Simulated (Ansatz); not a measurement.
# Sn(NMeEt)H3 (C₃H₁₁NSn): the relaxed shape and its frontier levels

What does Sn(NMeEt)H3 (C₃H₁₁NSn) look like as a singlet, and where do its frontier electrons sit?

Program: Ansatz 0.2.0, Gaussian basis. Level of theory: RKS PBE0-D4/def2-TZVP. These are calculated values, not measurements.

Levels to be run: relaxation at r2SCAN-D4/def2-SVP; a single point at PBE0-D4/def2-TZVP.

2 further runs of the same task are left out: 2 set aside as unsound or not needed.

### 1 The system as given

16 atoms, charge 0, spin multiplicity 1.

Atoms are counted from 1 here; the program's logs count them from 0.

Bond lengths: Sn1–N2 2.022 Å, Sn1–H14 1.687 Å, Sn1–H15 1.657 Å, Sn1–H16 1.657 Å, N2–C3 1.443 Å, N2–C4 1.443 Å, C3–H6 1.091 Å, C3–H7 1.095 Å, C3–H8 1.089 Å, C4–C5 1.525 Å, C4–H9 1.095 Å, C4–H10 1.094 Å, C5–H11 1.087 Å, C5–H12 1.090 Å, C5–H13 1.087 Å. Angles: N2–Sn1–H14 118.8°, N2–Sn1–H15 103.6°, N2–Sn1–H16 104.7°, H14–Sn1–H15 107.9°, H14–Sn1–H16 109.5°, H15–Sn1–H16 112.2°, Sn1–N2–C3 118.1°, Sn1–N2–C4 119.1°, C3–N2–C4 113.3°, N2–C3–H6 108.9°, N2–C3–H7 113.7°, N2–C3–H8 109.5°, H6–C3–H7 108.2°, H6–C3–H8 108.2°, H7–C3–H8 108.1°, N2–C4–C5 115.4°, N2–C4–H9 107.5°, N2–C4–H10 107.7° and more.

Sn takes a core potential in the def2 sets. No spin-orbit coupling is included.

The start is a GFN2-xTB geometry.

### 2 Relaxation at r2SCAN-D4/def2-SVP

File in.yaml:

```yaml
crystal:
  periodic: [false, false, false]
  atoms:
    - {symbol: Sn, position_ang: [0.022640, 0.442180, -2.048310]}
    - {symbol: N, position_ang: [-0.427000, 0.580810, -0.081790]}
    - {symbol: C, position_ang: [0.344800, 1.491980, 0.728700]}
    - {symbol: C, position_ang: [-0.840870, -0.605480, 0.628340]}
    - {symbol: C, position_ang: [0.276080, -1.585190, 0.972430]}
    - {symbol: H, position_ang: [-0.223650, 1.733530, 1.628520]}
    - {symbol: H, position_ang: [1.316920, 1.093090, 1.035190]}
    - {symbol: H, position_ang: [0.515800, 2.414470, 0.175940]}
    - {symbol: H, position_ang: [-1.337040, -0.281390, 1.549390]}
    - {symbol: H, position_ang: [-1.586210, -1.118580, 0.013140]}
    - {symbol: H, position_ang: [-0.134580, -2.452890, 1.481660]}
    - {symbol: H, position_ang: [0.773520, -1.919400, 0.061550]}
    - {symbol: H, position_ang: [1.014370, -1.120650, 1.620850]}
    - {symbol: H, position_ang: [1.533260, -0.161820, -2.495140]}
    - {symbol: H, position_ang: [-0.080210, 2.006880, -2.583850]}
    - {symbol: H, position_ang: [-1.167830, -0.517530, -2.686610]}
basis:
  gaussian: {orbitals: def2-SVP}
hamiltonian: {xc: r2scan, dispersion: d4}
scf: {lower_state_search: "off"}
output: {orbitals: {seedname: orbitals}}
relax: {f_tol: 0.02, max_steps: 100}
```

On the command line:

```sh
$ ansatz run in.yaml --threads 4 --pin off --events-out ev --progress --plain --max-ram 4787MiB
```

The runs that follow: Single point, PBE0-D4/def2-TZVP.

**Question.** What will the summary of the whole plan be? Wanted: point group; commonest bond, hydrogen aside; HOMO, LUMO at PBE0-D4/def2-TZVP; dipole at r2SCAN-D4/def2-SVP.

The runs gave:

| quantity | value |
| --- | --- |
| point group | C1 |
| commonest bond, hydrogen aside | C–N, 2 of mean length 1.450 Å |
| HOMO, LUMO at PBE0-D4/def2-TZVP | -5.96, 0.01 eV |
| dipole at r2SCAN-D4/def2-SVP | 0.43 D |

**Reading.** The molecule keeps its bonding pattern by the stored test; the atoms moved 0.05 Å (rms). No usable vibrations, so a minimum isn't proven. The HOMO lies nearest to N2 63 %; H7 8 % and the LUMO to H14, H15, H16 about 18 % each; Sn1 16 %. The point group is read from a loosely relaxed geometry; soft torsions can leave it below the true symmetry.
